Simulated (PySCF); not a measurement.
# C₆H₄BrN₃: geometry, NMR shifts, spin-spin couplings and electronic excitations

What NMR shifts, spin-spin couplings and electronic excitations should C₆H₄BrN₃ (`Brc1cnc2cnccn12`) show?

Computed with PySCF 2.14.0, with density-fitted response routines of our own, on a single molecule in the gas phase. Atoms are numbered from 0 throughout.

### Step 1. The molecule as given

14 atoms, charge 0, multiplicity 1; geometry from: GFN2-xTB.

Bonds of the start (Å): Br0–C1 1.87, C1–C2 1.38, C2–N3 1.34, N3–C4 1.32, C4–C5 1.40, C5–N6 1.30, N6–C7 1.35, C7–C8 1.36, C8–N9 1.36, N9–C1 1.36, N9–C4 1.40, C2–H10 1.07, C5–H11 1.08, C7–H12 1.08, C8–H13 1.08.

### Step 2. Relaxing the molecule at PBE0-D3(BJ)/def2-SVP

Job settings and geometry (Å):

```
{"job": {"xc": "PBE0", "basis": "def2-SVP", "d3": "d3bj", "grid": 1, "kind": "geom"}, "charge": 0, "multiplicity": 1}
Br     2.333777     2.330149    -0.390646
C      1.614025     0.616356    -0.158242
C      2.222292    -0.620786    -0.050706
N      1.307614    -1.582670     0.106970
C      0.129517    -0.979286     0.101846
C     -1.180014    -1.470082     0.227370
N     -2.220989    -0.688592     0.195947
C     -2.032660     0.636977     0.036660
C     -0.806270     1.215781    -0.095671
N      0.278420     0.401799    -0.062318
H      3.270718    -0.839381    -0.081837
H     -1.344457    -2.529478     0.354780
H     -2.930988     1.234488     0.018545
H     -0.641663     2.274252    -0.224863
```

**Question.** This job is followed by: GIAO PBE0/pcSseg-1 NMR shielding, non-relativistic, gas phase; B3LYP/pcJ-1 Br:pcSseg-1 indirect spin-spin coupling, non-relativistic, gas phase; TDDFT PBE0/def2-SVPD, vertical, gas phase, core orbitals frozen in the response. Predict these results of the whole session: point group; rotational constants (main isotopes); 13C shifts against TMS (PBE0/pcSseg-1); 1H shifts against TMS (PBE0/pcSseg-1); 79Br shifts against HBr (PBE0/pcSseg-1); 15N shifts against NH3 (PBE0/pcSseg-1); largest coupling of the table (B3LYP/pcSseg-1+pcJ-1); lowest singlet (PBE0/def2-SVPD); brightest single state of those computed; lowest triplet; vertical ionisation energy (ΔSCF); vertical electron affinity (ΔSCF).

The runs gave:

```
                                            quantity                                         value
                                         point group                                            Cs
                rotational constants (main isotopes)                          2.28, 0.64, 0.50 GHz
              13C shifts against TMS (PBE0/pcSseg-1)  149.5, 144.4, 142.9, 136.4, 120.0, 112.4 ppm
               1H shifts against TMS (PBE0/pcSseg-1)                    9.19, 8.25, 7.97, 7.84 ppm
             79Br shifts against HBr (PBE0/pcSseg-1)                                       322 ppm
              15N shifts against NH3 (PBE0/pcSseg-1)                       342.6, 292.3, 239.6 ppm
largest coupling of the table (B3LYP/pcSseg-1+pcJ-1)                      1J(C,H) C2–H10, 205.6 Hz
                     lowest singlet (PBE0/def2-SVPD)                   4.22 eV (294 nm), f = 0.058
            brightest single state of those computed                   state 7, 5.75 eV, f = 0.441
                                      lowest triplet                                       3.10 eV
                   vertical ionisation energy (ΔSCF)                                       8.50 eV
                   vertical electron affinity (ΔSCF)                                       0.10 eV
```

**Reading.** Relaxing lowered the energy by 0.046 eV in 4 steps; the close pair that moved most is Br0–C1, from 1.873 to 1.850 Å. C1 stands next to heavy halogen, whose spin-orbit shielding this run leaves out, so the computed shift lies too far downfield, most of all for carbon beside Br or I. At PBE0/pcSseg-1: The widest tensor belongs to Br0: span 1145 ppm, with a paramagnetic part of -859 ppm. Of the pairs tabulated at B3LYP/pcSseg-1+pcJ-1, C2–H10 couples most strongly (205.6 Hz; Fermi contact 204.7 Hz). The first singlet state (HOMO→LUMO 0.91) lies at 4.22 eV and is bright; of the 10 states computed, the strongest absorption comes from state 7 at 5.75 eV. The lowest triplet lies 1.12 eV below the lowest singlet (triplets in Tamm-Dancoff, singlets in full TDDFT). ΔSCF puts the ionisation energy at 8.50 eV, 1.68 eV above −ε(HOMO). Spin-orbit coupling is left out, which matters for shieldings and couplings at and beside the heavy atoms.
